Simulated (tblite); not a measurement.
# C7H16BN: the cost of one run

The runs use tblite 0.8.0 and PySCF 2.14.0, with density-fitted response routines of our own; the level of theory stands in each step. All values are computed, except where a source is named. Atoms count from 0, in the outputs and in this text.

### 1 The molecule as given

25 atoms, charge 0, multiplicity 1; geometry from: force field or distance geometry start.

Bonds of the start (Å): C0–N1 1.48, N1–C2 1.46, N1–B3 1.53, B3–C4 1.58, C4–C5 1.52, C5–C6 1.52, C6–C7 1.51, C7–C8 1.51, C8–C4 1.52, C0–H9 1.11, C0–H10 1.10, C0–H11 1.10, C2–H12 1.10, C2–H13 1.11, C2–H14 1.11, B3–H15 1.21, C4–H16 1.12, C5–H17 1.09, C5–H18 1.09, C6–H19 1.12, C6–H20 1.10, C7–H21 1.10, C7–H22 1.10, C8–H23 1.12, C8–H24 1.09.

### 2 Relaxing the molecule with GFN2-xTB

What the job is given:

```
{"job": {"kind": "relax", "xc": "GFN2-xTB", "basis": "xTB"}, "charge": 0, "multiplicity": 1}
C      2.506300    -0.967900     0.377300
N      1.671800     0.083700    -0.241300
C      2.611500     1.187000    -0.441600
B      0.737400     0.556900     0.873000
C     -0.831600     0.409300     0.816700
C     -1.409200     0.977500    -0.466600
C     -2.712800     0.208700    -0.566100
C     -2.179700    -1.199800    -0.402000
C     -1.291300    -1.035500     0.814100
H      3.344400    -0.440000     0.884700
H      1.957400    -1.512200     1.166100
H      2.922600    -1.630900    -0.392100
H      3.534900     0.846500    -0.922100
H      2.869100     1.545600     0.581000
H      2.135100     2.045900    -0.964800
H      1.213700     0.549200     1.985800
H     -1.251500     0.955100     1.697000
H     -1.622600     2.048200    -0.416200
H     -0.762000     0.757000    -1.320500
H     -3.307500     0.521000     0.328900
H     -3.236900     0.373700    -1.513500
H     -1.617200    -1.438600    -1.322100
H     -3.003500    -1.913000    -0.223400
H     -1.894700    -1.249100     1.729200
H     -0.394600    -1.654000     0.726100
```

On the command line:

```bash
> OMP_NUM_THREADS=1 python probes_run.py task.json out
```

The driver reads the jobs from task.json and runs them one after another.

Q: Estimate the wall time and peak memory of this first job on 1 thread of Arm Neoverse V1, shared host.

About 2.8 s, with a peak of 0.18 GiB.
